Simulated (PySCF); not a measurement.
**[HfOCl]+: shape, vibrations and bonding**

Aim: find the relaxed shape of [HfOCl]+, test it by its vibrations, and read charges and levels. The species was built from a template and needn't be a known compound.

Computed with PySCF 2.14.0. Level: PBE0, Hf def2-SVP with ECP60, O def2-SVP, Cl def2-SVP; scalar-relativistic core potentials, no spin–orbit coupling.

1 further run of the same task is left out (for a known fault of the program).

### Step 1. The system as given

3 atoms, charge 1, spin multiplicity 1.

Bond lengths: Hf1–O2 1.613 Å, Hf1–Cl3 2.362 Å. Angles: O2–Hf1–Cl3 131.8°.

As a file:

```xyz
3
charge 1, multiplicity 1
Hf    0.00000    0.00000    0.00000
O     1.47250    0.00000    0.65900
Cl   -2.15610    0.00000    0.96490
```

Formal oxidation states: Hf +4.

### Step 2. SCF at the start, singlet

run.py (the lines that set the calculation)

```python
mol = gto.M(atom='''
Hf     0.00000     0.00000     0.00000
O      1.47250     0.00000     0.65900
Cl    -2.15610     0.00000     0.96490''',
    basis={'Hf': 'def2-SVP', 'O': 'def2-SVP', 'Cl': 'def2-SVP'},
    ecp={'Hf': 'def2-SVP'},
    charge=1, spin=0)
mf = dft.RKS(mol, xc='PBE0')
mf.grids.atom_grid = (50, 194)
mf = mf.density_fit()  # fitting sets: Hf def2-universal-JKFIT, O def2-universal-JKFIT, Cl def2-universal-JKFIT
mf.conv_tol = 1e-08; mf.max_cycle = 55
mf.kernel(dm0)  # dm0: free metal ions and neutral atoms
```

Run with:

```console
$ OMP_NUM_THREADS=2 python run.py
```

Standard output:

```text
init E= -594.836886971948
  HOMO = -0.404147229477896  LUMO = -0.383017530893869  gap/eV = 0.57497
cycle= 1 E= -579.113398775464  delta_E= 15.7  |g|= 3.16  |ddm|=  4.2
cycle= 2 E= -543.037236961871  delta_E= 36.1  |g|= 8.72  |ddm|= 8.68
  HOMO = -0.646576414823109  LUMO = -0.223364420603246  gap/eV = 11.51618
cycle= 3 E= -581.389252898489  delta_E= -38.4  |g|= 2.32  |ddm|= 6.62
  HOMO = -0.327386351097063  LUMO = -0.306778379216004  gap/eV = 0.56077
cycle= 4 E= -578.449590086482  delta_E= 2.94  |g|= 3.82  |ddm|= 3.95
  HOMO = -0.522684003451702  LUMO = -0.313327705601087  gap/eV = 5.69688
cycle= 5 E= -582.684906186934  delta_E= -4.24  |g|= 0.419  |ddm|= 3.22
  HOMO = -0.527665109939669  LUMO = -0.359457654049078  gap/eV = 4.57716
cycle= 6 E= -582.743745625328  delta_E= -0.0588  |g|= 0.157  |ddm|= 0.715
  HOMO = -0.514143816538365  LUMO = -0.345998315452359  gap/eV = 4.57547
cycle= 7 E= -582.749396401077  delta_E= -0.00565  |g|= 0.0669  |ddm|= 0.165
  HOMO = -0.51991095458696  LUMO = -0.347020427012741  gap/eV = 4.70459
cycle= 8 E= -582.750042398343  delta_E= -0.000646  |g|= 0.0356  |ddm|= 0.0411
  HOMO = -0.520652056307911  LUMO = -0.346722292997725  gap/eV = 4.73287
cycle= 9 E= -582.750275702896  delta_E= -0.000233  |g|= 0.0119  |ddm|= 0.0184
  HOMO = -0.519957792918458  LUMO = -0.34637905758942  gap/eV = 4.72332
cycle= 10 E= -582.750305317868  delta_E= -2.96e-05  |g|= 0.00311  |ddm|= 0.00903
  HOMO = -0.519801276150985  LUMO = -0.346652985228466  gap/eV = 4.71160
cycle= 11 E= -582.750308010445  delta_E= -2.69e-06  |g|= 0.000381  |ddm|= 0.00325
  HOMO = -0.519717254161664  LUMO = -0.346664132231857  gap/eV = 4.70902
cycle= 12 E= -582.750308049139  delta_E= -3.87e-08  |g|= 9.15e-05  |ddm|= 0.000539
  HOMO = -0.519727716362706  LUMO = -0.346666411615915  gap/eV = 4.70924
cycle= 13 E= -582.750308052091  delta_E= -2.95e-09  |g|= 1.88e-05  |ddm|= 0.000153
  HOMO = -0.519728512460141  LUMO = -0.346664114898072  gap/eV = 4.70932
Extra cycle  E= -582.750308051739  delta_E= 3.52e-10  |g|= 4.86e-05  |ddm|= 5.51e-05
converged SCF energy = -582.750308051739
```

Run time: 1.3 s. Hardware: 2 threads of Arm Neoverse V1, shared host; peak memory 0.27 GiB.

It gives: E = -582.750308 Eh, HOMO -14.14 eV, LUMO -9.43 eV, Mulliken charge on Hf1 +1.28 e. 

### Step 3. Relaxation, singlet

Steps are kept in the start's point group, Cs.

run.py (the lines that set the calculation)

```python
mol = gto.M(atom='''
Hf     0.22452     0.00000    -0.19177
O      1.69702     0.00000     0.46723
Cl    -1.93158     0.00000     0.77313''',
    basis={'Hf': 'def2-SVP', 'O': 'def2-SVP', 'Cl': 'def2-SVP'},
    ecp={'Hf': 'def2-SVP'},
    charge=1, spin=0)
mf = dft.RKS(mol, xc='PBE0')
mf.grids.atom_grid = (50, 194)
mf = mf.density_fit()  # fitting sets: Hf def2-universal-JKFIT, O def2-universal-JKFIT, Cl def2-universal-JKFIT
mf.conv_tol = 1e-08; mf.max_cycle = 55
mf.kernel(dm0)  # dm0: an SCF of this state at this start
# quasi-Newton relaxation in Cartesian coordinates to a largest gradient under 0.00045 Eh/bohr, steps kept in the point group
```

Run with:

```console
$ OMP_NUM_THREADS=2 python run.py
```

The driver keeps no SCF log for this step, only its results.

Run time: 8.2 s. Hardware: 2 threads of Arm Neoverse V1, shared host.

Along the way:

| step | energy from step 1 (eV) | largest force component (eV/Å) |
| --- | --- | --- |
| 1 | 0.0000 | 6.8462 |
| 2 | -0.4610 | 2.7203 |
| 3 | -0.6200 | 1.6740 |
| 4 | -0.7586 | 0.4792 |
| 5 | -0.7686 | 0.1231 |
| 6 | -0.7689 | 0.0137 |
| 7 | -0.7689 | 0.0124 |

Distances of close pairs at the start and the end, largest changes first:

| bond | before (Å) | after (Å) | change (Å) |
| --- | --- | --- | --- |
| Hf1–O2 | 1.613 | 1.709 | +0.096 |
| Hf1–Cl3 | 2.362 | 2.285 | -0.078 |

It ends in Cs at E = -582.778565 Eh.

| atom | x (Å) | y (Å) | z (Å) |
| --- | --- | --- | --- |
| Hf1 | 0.18297 | 0.00000 | -0.45139 |
| O2 | 1.49648 | 0.00000 | 0.64260 |
| Cl3 | -1.68949 | 0.00000 | 0.85737 |

### Step 4. The relaxed geometry turned into its symmetry frame

run.py (the lines that set the calculation)

```python
mol = gto.M(atom='''
Hf     0.19258     0.00000    -0.27398
O      1.50609     0.00000     0.82001
Cl    -1.67988     0.00000     1.03478''',
    basis={'Hf': 'def2-SVP', 'O': 'def2-SVP', 'Cl': 'def2-SVP'},
    ecp={'Hf': 'def2-SVP'},
    charge=1, spin=0)
mf = dft.RKS(mol, xc='PBE0')
mf.grids.atom_grid = (50, 194)
mf = mf.density_fit()  # fitting sets: Hf def2-universal-JKFIT, O def2-universal-JKFIT, Cl def2-universal-JKFIT
mf.conv_tol = 1e-08; mf.max_cycle = 55
mf.kernel(dm0)  # dm0: free metal ions and neutral atoms
```

Run with:

```console
$ OMP_NUM_THREADS=2 python run.py
```

Standard output:

```text
init E= -594.848136204226
  HOMO = -0.403973133299032  LUMO = -0.398375259558636  gap/eV = 0.15233
cycle= 1 E= -579.516827050901  delta_E= 15.3  |g|= 2.97  |ddm|= 4.16
  HOMO = -0.538373202137011  LUMO = -0.530535672817554  gap/eV = 0.21327
cycle= 2 E= -558.671501223814  delta_E= 20.8  |g|= 6.59  |ddm|= 8.64
  HOMO = -0.670734053254538  LUMO = -0.230024516794146  gap/eV = 11.99232
cycle= 3 E= -581.355950824096  delta_E= -22.7  |g|= 2.37  |ddm|= 6.82
  HOMO = -0.368342189250972  LUMO = -0.335655150611461  gap/eV = 0.88946
cycle= 4 E= -581.299353851636  delta_E= 0.0566  |g|=  2.6  |ddm|= 3.09
  HOMO = -0.51535023738143  LUMO = -0.319523601600352  gap/eV = 5.32871
cycle= 5 E= -582.750888868926  delta_E= -1.45  |g|= 0.272  |ddm|= 1.67
  HOMO = -0.523896109543457  LUMO = -0.356197779622689  gap/eV = 4.56330
cycle= 6 E= -582.760342603576  delta_E= -0.00945  |g|= 0.28  |ddm|= 0.491
  HOMO = -0.517975255192558  LUMO = -0.342733815103211  gap/eV = 4.76856
cycle= 7 E= -582.776776937436  delta_E= -0.0164  |g|= 0.093  |ddm|= 0.187
  HOMO = -0.523009777340379  LUMO = -0.344322493097106  gap/eV = 4.86233
cycle= 8 E= -582.778440546839  delta_E= -0.00166  |g|= 0.0236  |ddm|= 0.0547
  HOMO = -0.523294946900801  LUMO = -0.343214983770263  gap/eV = 4.90023
cycle= 9 E= -582.778556570588  delta_E= -0.000116  |g|= 0.00633  |ddm|= 0.0157
  HOMO = -0.523516525322686  LUMO = -0.343166788657781  gap/eV = 4.90757
cycle= 10 E= -582.778565041972  delta_E= -8.47e-06  |g|= 0.00108  |ddm|= 0.00407
  HOMO = -0.523483374866576  LUMO = -0.343144012916734  gap/eV = 4.90728
cycle= 11 E= -582.778565297395  delta_E= -2.55e-07  |g|= 0.000151  |ddm|= 0.000792
  HOMO = -0.52348524550863  LUMO = -0.343158679239212  gap/eV = 4.90694
cycle= 12 E= -582.778565303763  delta_E= -6.37e-09  |g|= 6e-05  |ddm|= 0.000182
  HOMO = -0.523473078753001  LUMO = -0.343167731762929  gap/eV = 4.90636
Extra cycle  E= -582.778565298037  delta_E= 5.73e-09  |g|= 0.000178  |ddm|= 0.000178
converged SCF energy = -582.778565298037
```

Wall time 0.5 s (2 threads of Arm Neoverse V1, shared host).

It gives: E = -582.778565 Eh, HOMO -14.24 eV, LUMO -9.34 eV, Mulliken charge on Hf1 +1.29 e. 

### Step 5. Harmonic vibrations

Changes to run.py (the lines that set the calculation) since step 4:

```diff
@@ -10,3 +10,4 @@
 mf = mf.density_fit()  # fitting sets: Hf def2-universal-JKFIT, O def2-universal-JKFIT, Cl def2-universal-JKFIT
-mf.conv_tol = 1e-08; mf.max_cycle = 55
-mf.kernel(dm0)  # dm0: free metal ions and neutral atoms
+mf.conv_tol = 1e-10; mf.max_cycle = 55
+mf.kernel(dm0)  # dm0: the density of the relaxed state
+# Hessian and dipole derivatives by central differences of gradients, 0.02 bohr
```

Run with:

```console
$ OMP_NUM_THREADS=2 python run.py
```

No log is kept here; the results follow.

Run time: 14 s. Hardware: 2 threads of Arm Neoverse V1, shared host.

Point group Cs; negative numbers are unstable modes, and those under 60 cm⁻¹ are near the numerical noise:

| cm⁻¹ | km/mol | symmetry |
| --- | --- | --- |
| 196 | 11.0 | a' |
| 428 | 45.1 | a' |
| 1018 | 116.4 | a' |

### Step 6. Properties on a finer grid

run.py (the lines that set the calculation)

```python
mol = gto.M(atom='''
Hf     0.18297     0.00000    -0.45139
O      1.49648     0.00000     0.64260
Cl    -1.68949     0.00000     0.85737''',
    basis={'Hf': 'def2-SVP', 'O': 'def2-SVP', 'Cl': 'def2-SVP'},
    ecp={'Hf': 'def2-SVP'},
    charge=1, spin=0)
mf = dft.RKS(mol, xc='PBE0')
mf.grids.atom_grid = (75, 302)
mf = mf.density_fit()  # fitting sets: Hf def2-universal-JKFIT, O def2-universal-JKFIT, Cl def2-universal-JKFIT
mf.conv_tol = 1e-09; mf.max_cycle = 55
mf.kernel(dm0)  # dm0: the density of the relaxed state
```

Run with:

```console
$ OMP_NUM_THREADS=2 python run.py
```

Standard output:

```text
init E= -582.778753041908
  HOMO = -0.523487235581398  LUMO = -0.343159311108826  gap/eV = 4.90697
cycle= 1 E= -582.778753054777  delta_E= -1.29e-08  |g|= 0.00015  |ddm|= 0.000539
  HOMO = -0.523448698293195  LUMO = -0.343175709804984  gap/eV = 4.90548
cycle= 2 E= -582.778753026038  delta_E= 2.87e-08  |g|= 0.000394  |ddm|= 0.000446
  HOMO = -0.523468015219989  LUMO = -0.343162338085119  gap/eV = 4.90637
cycle= 3 E= -582.778753059314  delta_E= -3.33e-08  |g|= 6.38e-05  |ddm|= 0.000314
  HOMO = -0.52347211884023  LUMO = -0.343161508529207  gap/eV = 4.90650
cycle= 4 E= -582.778753060253  delta_E= -9.39e-10  |g|= 1.1e-05  |ddm|= 6.78e-05
  HOMO = -0.523471493413779  LUMO = -0.343163964260636  gap/eV = 4.90642
Extra cycle  E= -582.778753060199  delta_E= 5.4e-11  |g|= 1.8e-05  |ddm|= 3.51e-05
converged SCF energy = -582.778753060199
```

Run time: 3 s. Hardware: 2 threads of Arm Neoverse V1, shared host.

Result: E = -582.778753 Eh, HOMO -14.24 eV, LUMO -9.34 eV, Mulliken charge on Hf1 +1.29 e, largest force component 0.018 eV/Å. 

Löwdin charges:

| atom | value (e) |
| --- | --- |
| Hf1 | 0.75 |
| O2 | -0.03 |
| Cl3 | 0.28 |

Mulliken charges: Hf1 +1.29, O2 -0.19, Cl3 -0.10 e.

Contacts (the nearest donor of each ligand) and Mayer bond orders:

| contact | distance (Å) | bond order |
| --- | --- | --- |
| Hf1–O2 (O) | 1.709 | 2.49 |
| Hf1–Cl3 (Cl) | 2.284 | 1.45 |

Mulliken populations of Hf1 outside the core potential: s 2.26, p 6.16, d 2.16, f 0.13.

The fields below are evaluated on a grid from the run's orbitals.

Frontier orbitals at PBE0, with the share of their density that lies nearest to each atom:

| orbital | energy (eV) | lies on |
| --- | --- | --- |
| HOMO | -14.24 | Cl3 66 %; O2 31 % |
| LUMO | -9.34 | Hf1 89 %; O2 7 % |

ELF in a plane through or near 3 of the atoms.

Ten even steps from ' ' (0.00) to '@' (0.88):
```
                                                        
                                                        
                                                        
                        ........                        
                    ..::--====--..                      
                  ..--++######++::  ..::::::..          
              ....::##@@%%%%@@**::::==******++--..      
          ..::--::::##@@--  @@**::==##%%%%%%**++::      
          ::==++++--++%%==..@@++::**@@@@@@@@%%**==      
        ..--**%%@@%%**++##%%++--**%%++++**@@@@##++..    
        ::==##@@@@**%%**====::==%%**++%%..@@@@##++..    
        ::++##@@%%##**%%**::::++%%##++--==@@@@**==..    
        ::==##@@@@##@@%%**::::++%%@@%%##@@@@%%**--      
        ..--++%%@@@@@@##++....--##@@@@@@@@%%##==::      
          ..::==****++==::    ..==**##%%##**==::..      
            ..::------::        ::==++++++--::..        
                                    ......              
                                                        
                                                        
                                                        
```
The map spans 8.7 Å across and 6.7 Å up, centred on the molecule. Atoms in the plane (x, y in Å): Hf1 (-0.3, 0.8), O2 (-1.4, -0.5), Cl3 (1.7, -0.3).

log10 of the density (e/Å³) in the same plane.

Ten even steps from '0' (-4.0) to '9' (1.7):
```
0000000000011111100000000000
0000000001122222111000000000
0000000012233333221110000000
0000001123344444332211100000
0000011234456655443332211000
0000112334567766544433321000
0001123445678877655554433100
0001234456787687666655543210
0002334556777687666666544210
0002345677777776677876654320
0012345678777666678977654320
0012345789876556678987654310
0002345678766555667776554210
0002345667665445566666543210
0001234455544334455554433100
0000123344443323344444332000
0000011222222112223332210000
0000000111111001112211100000
0000000000000000000000000000
0000000000000000000000000000
```
The map spans 8.7 Å across and 6.7 Å up, centred on the molecule. Atoms in the plane (x, y in Å): Hf1 (-0.3, 0.8), O2 (-1.4, -0.5), Cl3 (1.7, -0.3).

On the surface of density 0.002 e/bohr³ the electrostatic potential runs, from the 1st to the 99th percentile, from 2.31 V near O2 to 13.81 V near Hf1.

### Step 7. Outcome

| quantity | value |
| --- | --- |
| state and point group | singlet, Cs |
| modes | 196 to 1018 cm⁻¹, none unstable |
| strongest infrared band (modes within 1.5 cm⁻¹ summed) | 1018 cm⁻¹ (116 km/mol) |
| zero-point energy | 0.102 eV |
| ideal gas, 298 K, 1 bar | S = 296.7, Cp = 48.4 J/(mol K) |
| metal–ligand contacts | 1.71 to 2.28 Å |
| frontier levels | HOMO -14.24 eV, LUMO -9.34 eV |
| dipole about the centre of mass | 6.14 D |
| mean polarisability | 5.1 Å³ |

In words: All modes are real, so the structure is a minimum. The metal carries +0.75 e by Löwdin's partition against a formal +4, and bond orders to the nearest donors reach 2.49. Both measures hang on the basis. One start shape was tried, so another isomer may lie lower. The bases are small and lack diffuse functions. Spin–orbit coupling is left out.
